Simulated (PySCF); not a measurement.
# SrAs+: bond curves at several levels of theory

The task here is to estimate one member of a computed series from the others.

Method: Sr def2-SVP with ECP28, As def2-SVP, scalar-relativistic core potentials; program: PySCF 2.14.0.

The first run:

A driver script around PySCF takes these settings:

```
atoms                         : Sr, As
charge                        : 1
basis                         : Sr def2-SVP with ECP28, As def2-SVP
Hamiltonian                   : scalar-relativistic core potentials
basis functions               : 55
electrons treated             : 42
masses in u                   : 87.9056, 74.9216
levels                        : PBE0, PBE, r²SCAN, BHandHLYP, TPSS, TPSSh, HSE06, HF, MP2, SCS-MP2
grid                          : 80 radial by 434 angular points
occupations                   : held fixed by the projection of orbital angular momentum
dissociation limit            : Sr+ + As, each in its ground configuration
starting distance in angstrom : 2.985
values of 2S to try           : 0, 2, 4
```

Command:

```console
$ OMP_NUM_THREADS=1 python dia.py task.json out
```

Steps of the session up to this table: The job; PBE0 along the bond; Higher solutions at PBE0; PBE (GGA); r²SCAN (meta-GGA); BHandHLYP (global hybrid GGA); TPSS; TPSSh (hybrid meta-GGA); HSE06 (range-separated hybrid); UHF (mean field).

One of the session's tables, all rows but one given; the rest of the session is left out.

Energy (eV) from each level's lowest point:

```
R (Å)    UHF  UHF-MP2  UHF-SCS-MP2    PBE   TPSS
2.525  1.064    0.864        0.889  0.699  0.720
2.642  0.575    0.423        0.440  0.312  0.322
2.760      ?        ?            ?      ?      ?
2.848  0.163    0.066        0.070  0.023  0.024
2.936  0.101    0.015        0.015  0.000  0.000
3.024  0.079    0.000        0.000  0.016  0.017
3.142  0.053    0.072        0.094  0.082  0.086
3.288  0.016    0.158        0.187  0.208  0.220
3.465  0.000    0.236        0.265  0.392  0.417
3.699  0.013    0.330        0.356  0.646  0.692
```

**Question.** Estimate the row for R (Å) = 2.760.

Worked estimate for «UHF». A straight line through the neighbours (2.642, 0.575) and (2.848, 0.163) gives 0.575 + (0.163 − 0.575) × (2.760 − 2.642) / (2.848 − 2.642) = 0.339; a parabola fitted to 4 rows on both sides gives 0.275.

The run gave: UHF: 0.285; UHF-MP2: 0.169; UHF-SCS-MP2: 0.179; PBE: 0.100; TPSS: 0.103. In «UHF» the line misses by +0.054 and the parabola by -0.010.
